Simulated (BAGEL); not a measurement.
**HF/6-31G(d) (density fitting with qzvpp-jkfit, spherical functions) run of GaH5Se (SMILES [GaH3-][SeH2+])**

Aim: the energy change on altering one bond length of GaH5Se at HF/6-31G* (density fitting with qzvpp-jkfit, spherical functions), from 2 runs. 

Program for the calculation: BAGEL 1.2.2.

### 1 The structure to begin with

GaH5Se: 7 atoms, total charge 0, spin state singlet. SMILES: `[GaH3-][SeH2+]`. The coordinates come from a PBE0-D4/def2-TZVP relaxation.

Bond lengths: Ga1–Se2 2.713 Å, Ga1–H3 1.575 Å, Ga1–H4 1.575 Å, Ga1–H5 1.574 Å, Se2–H6 1.469 Å, Se2–H7 1.469 Å. Angles: Ga1–Se2–H6 97.0°, Ga1–Se2–H7 97.0°, Se2–Ga1–H3 94.5°, Se2–Ga1–H4 94.5°, Se2–Ga1–H5 98.0°, H6–Se2–H7 91.5°, H3–Ga1–H4 118.9°, H3–Ga1–H5 119.1°, H4–Ga1–H5 119.1°.

### 2 The energy at HF/6-31G(d) (density fitting with qzvpp-jkfit, spherical functions)

File hf.json:

```json
{ "bagel" : [

{
  "title" : "molecule",
  "basis" : "6-31gs.json",
  "df_basis" : "qzvpp-jkfit",
  "angstrom" : true,
  "geometry" : [
    { "atom" : "Ga", "xyz" : [   -0.804600,   -0.664900,   -0.554200 ] },
    { "atom" : "Se", "xyz" : [    0.775800,    0.591800,    1.257700 ] },
    { "atom" : "H", "xyz" : [   -0.367400,   -2.113200,   -0.115900 ] },
    { "atom" : "H", "xyz" : [   -2.145600,   -0.068500,    0.017400 ] },
    { "atom" : "H", "xyz" : [   -0.183400,   -0.039700,   -1.858700 ] },
    { "atom" : "H", "xyz" : [    2.053400,    0.356300,    0.572900 ] },
    { "atom" : "H", "xyz" : [    0.671800,    1.938300,    0.680800 ] }
  ]
},
{ "title" : "hf" },
{ "title" : "print", "file" : "orbitals.molden", "orbitals" : true }

]}
```

The basis set 6-31G* is read from a file made from the Basis Set Exchange's data (not shown).

Command:

```bash
$ BAGEL_NUM_THREADS=1 BAGEL hf.json > hf.out
```

The log of the run:

```text
* using 1 threads per process

  ===============================================================
  ===============================================================

  *** Geometry ***

  { "atom" : "Ga", "xyz" : [     -1.520474,     -1.256479,     -1.047286 ] },
  { "atom" : "Se", "xyz" : [      1.466050,      1.118340,      2.376709 ] },
  { "atom" : "H", "xyz" : [     -0.694285,     -3.993369,     -0.219019 ] },
  { "atom" : "H", "xyz" : [     -4.054596,     -0.129446,      0.032881 ] },
  { "atom" : "H", "xyz" : [     -0.346576,     -0.075022,     -3.512434 ] },
  { "atom" : "H", "xyz" : [      3.880364,      0.673309,      1.082624 ] },
  { "atom" : "H", "xyz" : [      1.269518,      3.662856,      1.286526 ] },

  Number of auxiliary basis functions:      622

  Since a DF basis is specified, we compute 2- and 3-index integrals:
    o Being stored without compression. Storage requirement is 0.027 GB

  Number of basis functions:       74
  Number of electrons      :       70

    * METHOD: MOLECULE                             0.43

  *** RHF ***

  === Nuclear Repulsion ===
   289.6989545571

      * DIIS with orbital gradients will be used.

  === RHF iteration (6-31gs.json) ===
      0      -4325.31914567          0.00925507           0.12
      1      -4325.36270680          0.00451326           0.11
      2      -4325.36909086          0.00119907           0.11
      3      -4325.36999616          0.00029462           0.11
      4      -4325.37004159          0.00008167           0.12
      5      -4325.37004545          0.00001819           0.12
      6      -4325.37004582          0.00000537           0.11
      7      -4325.37004587          0.00000138           0.12
      8      -4325.37004587          0.00000064           0.11
      9      -4325.37004587          0.00000023           0.11
     10      -4325.37004587          0.00000009           0.11
     11      -4325.37004587          0.00000002           0.11
     12      -4325.37004587          0.00000000           0.11
    * SCF iteration converged.

    * Permanent dipole moment:
           (   -0.927444,    -0.775808,    -0.500918) a.u.

    * METHOD: HF                                   1.80

    * METHOD: PRINT                                0.01

  ===============================================================
```

It took 2.4 s on 1 thread of Arm Neoverse V1, shared host; peak memory 0.14 GiB.

### 3 The distorted shape at the same level

File hf.json:

```json
{ "bagel": [

{
  "title": "molecule",
  "basis": "6-31gs.json",
  "df_basis": "qzvpp-jkfit",
  "angstrom": "true",
  "geometry": [
    { "atom": "Ga", "xyz": [      -0.752597,      -1.338194,      -0.265731 ] },
    { "atom": "Se", "xyz": [       0.827803,      -0.081494,       1.546169 ] },
    { "atom": "H", "xyz": [      -0.315397,      -2.786494,       0.172569 ] },
    { "atom": "H", "xyz": [      -2.093597,      -0.741794,       0.305869 ] },
    { "atom": "H", "xyz": [      -0.131397,      -0.712994,      -1.570231 ] },
    { "atom": "H", "xyz": [       2.105403,      -0.316994,       0.861369 ] },
    { "atom": "H", "xyz": [       0.671800,       1.938300,       0.680800 ] }
  ]
},

{ "title": "hf" },

{ "title": "print", "file": "orbitals.molden", "orbitals": "true" }

]}
```

The basis set 6-31G* is read from a file made from the Basis Set Exchange's data (not shown).

Command:

```bash
$ BAGEL_NUM_THREADS=1 BAGEL hf.json > hf.out
```

The log of the run:

```text
* using 1 threads per process

  ===============================================================
  ===============================================================

  *** Geometry ***

  { "atom" : "Ga", "xyz" : [     -1.422202,     -2.528820,     -0.502159 ] },
  { "atom" : "Se", "xyz" : [      1.564321,     -0.154001,      2.921836 ] },
  { "atom" : "H", "xyz" : [     -0.596014,     -5.265711,      0.326108 ] },
  { "atom" : "H", "xyz" : [     -3.956325,     -1.401788,      0.578009 ] },
  { "atom" : "H", "xyz" : [     -0.248304,     -1.347363,     -2.967307 ] },
  { "atom" : "H", "xyz" : [      3.978635,     -0.599032,      1.627752 ] },
  { "atom" : "H", "xyz" : [      1.269518,      3.662856,      1.286526 ] },

  Number of auxiliary basis functions:      622

  Since a DF basis is specified, we compute 2- and 3-index integrals:
    o Being stored without compression. Storage requirement is 0.027 GB

  Number of basis functions:       74
  Number of electrons      :       70

    * METHOD: MOLECULE                             0.43

  *** RHF ***

  === Nuclear Repulsion ===
   284.8930633837

      * DIIS with orbital gradients will be used.

  === RHF iteration (6-31gs.json) ===
      0      -4325.20244056          0.01013853           0.13
      1      -4325.26093512          0.00566256           0.12
      2      -4325.27397356          0.00114265           0.12
      3      -4325.27517013          0.00029153           0.12
      4      -4325.27524873          0.00009340           0.12
      5      -4325.27525474          0.00003148           0.12
      6      -4325.27525594          0.00001138           0.12
      7      -4325.27525626          0.00000419           0.11
      8      -4325.27525632          0.00000219           0.11
      9      -4325.27525633          0.00000117           0.11
     10      -4325.27525634          0.00000036           0.11
     11      -4325.27525634          0.00000017           0.11
     12      -4325.27525634          0.00000006           0.11
     13      -4325.27525634          0.00000002           0.11
     14      -4325.27525634          0.00000001           0.11
    * SCF iteration converged.

    * Permanent dipole moment:
           (   -0.935090,    -0.703304,    -0.496371) a.u.

    * METHOD: HF                                   2.07

    * METHOD: PRINT                                0.01

  ===============================================================
```

Run time: 2.6 s. Hardware: 1 thread of Arm Neoverse V1, shared host; peak memory 0.14 GiB.

### 4 Summary of results

Level: HF/6-31G* (density fitting with qzvpp-jkfit, spherical functions).

```
                                                          quantity           value
                                         first shape: total energy  -4325.37005 Eh
                                        first shape: dipole moment          3.33 D
                                          first shape: HOMO energy       -10.89 eV
                                          first shape: LUMO energy         2.35 eV
                                        first shape: HOMO–LUMO gap        13.24 eV
                                     distorted shape: total energy  -4325.27526 Eh
                                    distorted shape: dipole moment          3.23 D
                                      distorted shape: HOMO energy       -10.82 eV
                                      distorted shape: LUMO energy        -0.82 eV
                                    distorted shape: HOMO–LUMO gap        10.00 eV
energy change with the Se2–H7 bond stretched from 1.469 to 2.203 Å        2.579 eV
```

What this shows: One bond (distorted shape) is far stretched, which a spin-restricted single reference describes badly; a broken-symmetry solution may lie lower. With the Se2–H7 bond stretched from 1.469 to 2.203 Å the energy rises by 2.58 eV (249 kJ/mol). The first shape isn't relaxed at this level, so the change isn't measured from a minimum. A restricted reference can't describe the breaking bond well at this length.
